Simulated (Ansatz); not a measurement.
**CH₄GeSe: small, medium and large basis sets**

Aim: see how fast density functionals converge with the basis set for CH₄GeSe.

The runs use Ansatz 0.2.0, Gaussian basis; one geometry, several basis sets.

The runs, in order: PBE0-D4/def2-SVP; ωB97M-V/def2-SVP; PBE0-D4/def2-QZVPP; ωB97M-V/def2-QZVPP; the functionals' def2-TZVPP values are taken from earlier runs.

**1. The geometry**

All runs share one geometry, relaxed beforehand with PBE0-D4 in a triple-zeta def2 set.

SMILES `[CH2]1[GeH2][Se]1`, 7 atoms, charge 0, spin multiplicity 1.

Atoms are counted from 1 here; the program's logs count them from 0.

Bond lengths: C1–Ge2 1.926 Å, C1–Se3 2.005 Å, C1–H4 1.084 Å, C1–H5 1.084 Å, Ge2–Se3 2.319 Å, Ge2–H6 1.527 Å, Ge2–H7 1.527 Å. Angles: Ge2–C1–Se3 72.3°, Ge2–C1–H4 118.6°, Ge2–C1–H5 118.6°, Se3–C1–H4 112.9°, Se3–C1–H5 112.9°, H4–C1–H5 114.3°, C1–Ge2–Se3 55.4°, C1–Ge2–H6 118.9°, C1–Ge2–H7 118.9°, Se3–Ge2–H6 117.2°, Se3–Ge2–H7 117.2°, H6–Ge2–H7 115.8°, C1–Se3–Ge2 52.3°.

As a file:

```xyz
7
CH4GeSe
C    -0.63908   -0.19828   -0.71716
Ge    0.67085    0.33585    0.58913
Se   -0.53117   -1.64566    0.66544
H    -1.59835    0.30650   -0.72547
H    -0.29568   -0.52100   -1.69337
H     0.30261    1.41466    1.60502
H     2.15202    0.23983    0.23080
```

**2. PBE0-D4 in def2-SVP**

Input file in.yaml:

```yaml
crystal:
  periodic: [false, false, false]
  atoms:
    - {symbol: C, position_ang: [-0.639078, -0.198280, -0.717156]}
    - {symbol: Ge, position_ang: [0.670854, 0.335846, 0.589135]}
    - {symbol: Se, position_ang: [-0.531175, -1.645660, 0.665442]}
    - {symbol: H, position_ang: [-1.598348, 0.306501, -0.725475]}
    - {symbol: H, position_ang: [-0.295680, -0.520997, -1.693374]}
    - {symbol: H, position_ang: [0.302605, 1.414659, 1.605025]}
    - {symbol: H, position_ang: [2.152023, 0.239832, 0.230804]}
basis:
  gaussian: {orbitals: def2-SVP}
hamiltonian: {xc: pbe0, dispersion: d4}
output: {orbitals: {seedname: orbitals}}
```

Command:

```sh
ansatz run in.yaml --threads 2 --pin off --events-out ev --progress --plain --max-ram 4352MiB
```

The runs that follow: ωB97M-V in def2-SVP; PBE0-D4 in def2-QZVPP; ωB97M-V in def2-QZVPP.

Before running them: what should the planned runs give, taken together? Wanted: PBE0-D4: double and triple zeta above quadruple; ωB97M-V: double and triple zeta above quadruple.

As calculated:

| quantity | value |
| --- | --- |
| PBE0-D4: double and triple zeta above quadruple | 19.06, 2.66 eV |
| ωB97M-V: double and triple zeta above quadruple | 19.00, 2.58 eV |

In words: PBE0-D4 gains 16.40 eV from double to triple zeta, then 2.66 eV more. Total energies overstate the basis error of differences, where much of it tends to cancel. The LUMO of ωB97M-V is positive and keeps falling with the basis (1.36 to 0.84 eV): an unbound level that the basis holds in place.
